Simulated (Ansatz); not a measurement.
# GeH2Si: the cost of one run

The runs use Ansatz 0.2.0, Gaussian basis; cc-pVTZ, core rule «outside noble gas», up to 19 orbitals frozen.

To be run: UHF; CCSD(T) on ROHF; CCSD(T) on UHF; BCCD(T) on ROHF; CCSDT(Q) on ROHF; CCSDT(Q) on UHF; CASSCF and MRCISD+Q, 9 electrons in 10 orbitals; CASSCF and NEVPT2, 9 electrons in 10 orbitals.

6 further runs of the same task are left out: 6 set aside as unsound or not needed.

## 1. The system

The geometry is a PBE0/def2-TZVP stationary point (not a proven minimum) of the parent state, kept for this charge and spin. No spin-orbit coupling is included. The filled d shell of Ge may be among the frozen orbitals whatever the setting's name suggests; the logs give the count.

4 atoms, charge 1, spin multiplicity 2.

Atoms are counted from 1 here; the program's logs count them from 0.

Bond lengths: Si1–Ge2 2.341 Å, Si1–H3 1.514 Å, Ge2–H4 1.581 Å. Angles: Ge2–Si1–H3 106.8°, Si1–Ge2–H4 101.4°.

As a file:

```xyz
4
GeH2Si
Si    0.00000   -0.13945    1.67141
Ge    0.00000    0.05660   -0.66183
H     0.00000    1.26792    2.22829
H     0.00000   -1.46148   -1.10391
```

## 2. UHF

in.yaml

```yaml
crystal:
  periodic: [false, false, false]
  atoms:
    - {symbol: Si, position_ang: [0.000000, -0.139453, 1.671406]}
    - {symbol: Ge, position_ang: [0.000000, 0.056604, -0.661833]}
    - {symbol: H, position_ang: [0.000000, 1.267918, 2.228287]}
    - {symbol: H, position_ang: [0.000000, -1.461483, -1.103914]}
basis:
  gaussian: {orbitals: cc-pVTZ}
total_charge: 1
magnetization: {spin_polarized: true, initial_magnetization: 1}
hamiltonian: {xc: hf}
output: {orbitals: {seedname: orbitals}}
```

Launch:

```bash
$ ansatz run in.yaml --threads 1 --pin off --events-out ev --progress --plain --max-ram 4096MiB --backend cpu
```

**Question.** How long does this run take on 1 thread of AMD EPYC 7R13, shared host, and how much memory does it need?

About 21 s, with a peak of 0.35 GiB.
